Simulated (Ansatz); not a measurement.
# MnO2: single point with PBEsol

Crystal: MnO2.

```xyz
12
Lattice="0.0000 4.0200 4.0200 4.0200 0.0000 4.0200 4.0200 4.0200 0.0000" Properties=species:S:1:pos:R:3 pbc="T T T"
Mn    1.0050    1.0050    1.0050
Mn    3.0150    3.0150    1.0050
Mn    1.0050    3.0150    3.0150
Mn    3.0150    1.0050    3.0150
O     2.9021    2.9021    2.9021
O     5.1379    5.1379    2.9021
O     2.9021    5.1379    5.1379
O     5.1379    2.9021    5.1379
O     4.9121    4.9121    7.1479
O     7.1479    7.1479    7.1479
O     4.9121    7.1479    4.9121
O     7.1479    4.9121    4.9121
```

The cell is a database's computed one.

- Program: Ansatz 0.2.0
- Task: single point
- Functional: PBEsol
- Potentials or basis: Ansatz PAW
- Cutoff: 420 eV (not typed: the program's choice for these potentials)
- k mesh: 5 × 5 × 5
- Occupations: fermi-dirac, width 0.05 eV
- Spin: collinear spin, ferromagnetic start
- Starting moments: [2.0, 2.0, 2.0, 2.0, 0.0, 0.0, 0.0, 0.0, 0.0, 0.0, 0.0, 0.0] μB
- Fixed moment: 8 μB

| Quantity | Value |
| --- | --- |
| Pressure | -8.1 GPa |
| Largest force | 0.378 eV/Å |
| Net moment | 8.00 μB per cell |
| Absolute moment | 8.41 μB per cell |
| Site moments | Mn +1.75; O -0.00 μB |

Forces on the atoms (eV/Å):
```
Mn   0.000  0.000  0.000
Mn   0.000  0.000  0.000
Mn   0.000  0.000  0.000
Mn   0.000  0.000  0.000
O   -0.218 -0.218 -0.218
O    0.218  0.218 -0.218
O   -0.218  0.218  0.218
O    0.218 -0.218  0.218
O   -0.218 -0.218  0.218
O    0.218  0.218  0.218
O   -0.218  0.218 -0.218
O    0.218 -0.218 -0.218
```

Wall time 5.1 s on 4 threads of Arm Neoverse V2, with other jobs on the host, peak memory 0.46 GiB.

Caveat: the pressure holds a Pulay correction of +0.8 GPa for the finite cutoff; the total moment is fixed, so each spin has its own Fermi level; only a ferromagnetic start was run, and an antiferromagnetic order may lie lower in energy; the PAW data sets come from PBE, with cores solved anew for the run's functional, which leaves a small shift of forces and pressure; the thresholds are loose for stress.
